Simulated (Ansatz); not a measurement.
# AlH7SSi2: one species, many methods

An exercise on one series of results from a longer session: the logs are not shown, and one member is left open.

Program: Ansatz 0.2.0, Gaussian basis. Level of theory: functionals in def2-TZVPP, the program's frozen cores in correlated methods. These are calculated values, not measurements.

The runs, in order: LDA (SPW92), PBE-D4, revPBE-D4, BLYP-D4, r2SCAN-D4, B97M-V, PBE0-D4, B3LYP-D4, r2SCANh-D4, r2SCAN0-D4, HSE06-D4, BHLYP-D4, CAM-B3LYP-D4, LC-ωPBE, ωB97X-V, ωB97M-V, B2PLYP, PBE-QIDH; CCSD(T)/def2-SVP; CCSD(T)/def2-TZVPP; MP2/def2-QZVPP; extrapolation to the limit; RPA on PBE.

## The geometry

All runs share one geometry, relaxed beforehand with PBE0-D4 in a triple-zeta def2 set.

SMILES `[SiH3][AlH][S][SiH3]`, 11 atoms, charge 0, spin multiplicity 1.

Atoms are counted from 1 here; the program's logs count them from 0.

Bond lengths: Si1–Al2 2.453 Å, Si1–H5 1.490 Å, Si1–H6 1.490 Å, Si1–H7 1.491 Å, Al2–S3 2.186 Å, Al2–H8 1.583 Å, S3–Si4 2.137 Å, Si4–H9 1.486 Å, Si4–H10 1.483 Å, Si4–H11 1.485 Å. Angles: Al2–Si1–H5 111.9°, Al2–Si1–H6 110.9°, Al2–Si1–H7 110.6°, H5–Si1–H6 108.0°, H5–Si1–H7 107.7°, H6–Si1–H7 107.7°, Si1–Al2–S3 121.0°, Si1–Al2–H8 124.8°, S3–Al2–H8 114.3°, Al2–S3–Si4 100.5°, S3–Si4–H9 111.1°, S3–Si4–H10 107.1°, S3–Si4–H11 111.2°, H9–Si4–H10 109.3°, H9–Si4–H11 108.8°, H10–Si4–H11 109.4°.

As a file:

```xyz
11

Si   -1.53749    1.03979    0.29180
Al   -0.47013   -0.82543    1.47526
S     1.36028   -1.74288    0.70997
Si    1.68449   -0.56112   -1.04121
H    -1.54337    0.83021   -1.18308
H    -2.94887    1.21347    0.73712
H    -0.81537    2.31508    0.56422
H    -1.00292   -1.46282    2.82288
H     1.41723    0.87617   -0.77240
H     3.10692   -0.73200   -1.42579
H     0.81462   -1.00746   -2.15828
```

Set-up of the first run:

in.yaml

```yaml
crystal:
  periodic: [false, false, false]
  atoms:
    - {symbol: Si, position_ang: [-1.537490, 1.039786, 0.291800]}
    - {symbol: Al, position_ang: [-0.470134, -0.825428, 1.475263]}
    - {symbol: S, position_ang: [1.360285, -1.742880, 0.709973]}
    - {symbol: Si, position_ang: [1.684490, -0.561124, -1.041210]}
    - {symbol: H, position_ang: [-1.543367, 0.830212, -1.183084]}
    - {symbol: H, position_ang: [-2.948867, 1.213467, 0.737119]}
    - {symbol: H, position_ang: [-0.815366, 2.315075, 0.564225]}
    - {symbol: H, position_ang: [-1.002923, -1.462817, 2.822885]}
    - {symbol: H, position_ang: [1.417230, 0.876169, -0.772398]}
    - {symbol: H, position_ang: [3.106925, -0.732002, -1.425790]}
    - {symbol: H, position_ang: [0.814618, -1.007458, -2.158284]}
basis:
  gaussian: {orbitals: def2-TZVPP}
hamiltonian: {xc: lda}
output: {orbitals: {seedname: orbitals}}
```

Launch:

```
$ ansatz run in.yaml --threads 4 --pin off --events-out ev --progress --plain --max-ram 10444MiB
```

Steps of the session up to this table: LDA; PBE-D4 (GGA); revPBE-D4 (GGA); BLYP-D4 (GGA); r2SCAN-D4 (meta-GGA); B97M-V (meta-GGA); B3LYP-D4 (hybrid); r2SCANh-D4 (hybrid); r2SCAN0-D4 (hybrid); HSE06-D4 (hybrid); BHLYP-D4 (hybrid); CAM-B3LYP-D4 (range-separated); LC-ωPBE (range-separated); ωB97X-V (range-separated); ωB97M-V (range-separated); B2PLYP (double hybrid); PBE-QIDH (double hybrid).

One of the session's tables, all rows but one given; the rest of the session is left out.

It belongs to the step «Orbital energies across the functionals». 

```
  functional  HOMO (eV)  LUMO (eV)  gap (eV)
 LDA (SPW92)      -6.69      -2.86      3.83
      PBE-D4      -6.62      -2.66      3.95
   revPBE-D4      -6.58      -2.57      4.01
     BLYP-D4      -6.46      -2.50      3.96
   r2SCAN-D4      -6.87      -2.46      4.41
      B97M-V      -6.98      -2.63      4.34
     PBE0-D4      -7.69      -1.93      5.76
    B3LYP-D4      -7.49      -2.08      5.41
  r2SCANh-D4          ?          ?         ?
  r2SCAN0-D4      -7.85      -1.82      6.03
    HSE06-D4      -7.30      -2.30      5.00
    BHLYP-D4      -8.66      -1.11      7.55
CAM-B3LYP-D4      -8.93      -0.94      7.99
     LC-ωPBE     -10.24       0.07     10.30
     ωB97X-V      -9.92      -0.03      9.89
     ωB97M-V      -9.67      -0.27      9.39
```

Q: Estimate the row for r2SCANh-D4 from the others.

Worked estimate for «HOMO (eV)». Against the share of exact exchange, r2SCAN-D4 (0, -6.87), r2SCAN0-D4 (0.25, -7.85) give a slope of -3.92 per unit share; at 0.1 the line stands at -7.26.

As computed: HOMO (eV): -7.26; LUMO (eV): -2.20; gap (eV): 5.06. In «HOMO (eV)» the line misses by 0.00.
